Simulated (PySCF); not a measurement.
# CH2OY (Y(H2CO)3+): the cost of one run

Program: PySCF 2.14.0. Level of theory: several levels, as the steps say, no spin–orbit coupling. These are calculated values, not measurements.

1 further run of the same task is left out (for a known fault of the program).

## Step 1: Starting geometry

5 atoms, charge 3, spin multiplicity 1.

Bond lengths: Y1–O2 2.038 Å, O2–C3 1.270 Å, C3–H4 1.114 Å, C3–H5 1.114 Å. Angles: Y1–O2–C3 180.0°, O2–C3–H4 119.1°, O2–C3–H5 119.1°, H4–C3–H5 121.8°.

Geometry (Å):

```csv
atom,x (Å),y (Å),z (Å)
Y1,0.00000,0.00000,-0.48443
O2,0.00000,0.00000,1.55312
C3,0.00000,0.00000,2.82346
H4,0.97370,0.00000,3.36567
H5,-0.97370,0.00000,3.36567
```

Formal oxidation states: Y +3. An earlier session relaxed this geometry at PBE0, Y def2-SVP with ECP28, O def2-SVP, C def2-SVP, H def2-SVP (singlet, point group C2v).

At PBE0 on the finer grid: E = -151.286847 Eh, HOMO -25.60 eV, LUMO -19.97 eV, Mulliken charge on Y1 +2.37 e, largest force component 0.011 eV/Å. 

Levels to run: BP86; CAM-B3LYP; PBE0, TZVP. Hardware: 2 threads of Intel Xeon at 2.60GHz (Ice Lake), shared host.

## Step 2: BP86

Input file run.py (the lines that set the calculation):

```python
mol = gto.M(atom='''
Y      0.00000     0.00000    -0.48443
O      0.00000     0.00000     1.55312
C      0.00000     0.00000     2.82346
H      0.97370     0.00000     3.36567
H     -0.97370     0.00000     3.36567''',
    basis={'Y': 'def2-SVP', 'O': 'def2-SVP', 'C': 'def2-SVP', 'H': 'def2-SVP'},
    ecp={'Y': 'def2-SVP'},
    charge=3, spin=0)
mf = dft.RKS(mol, xc='B88,P86')
mf.grids.atom_grid = (75, 302)
mf = mf.density_fit()  # fitting sets: Y def2-universal-JKFIT, O def2-universal-JKFIT, C def2-universal-JKFIT, H def2-universal-JKFIT
mf.conv_tol = 1e-08; mf.max_cycle = 55
mf.kernel(dm0)  # dm0: the density of the relaxed state
```

On the command line:

```
$ OMP_NUM_THREADS=2 python run.py
```

**Question.** How long does this run take on 2 threads of Intel Xeon at 2.60GHz (Ice Lake), shared host?

About 2.7 s.
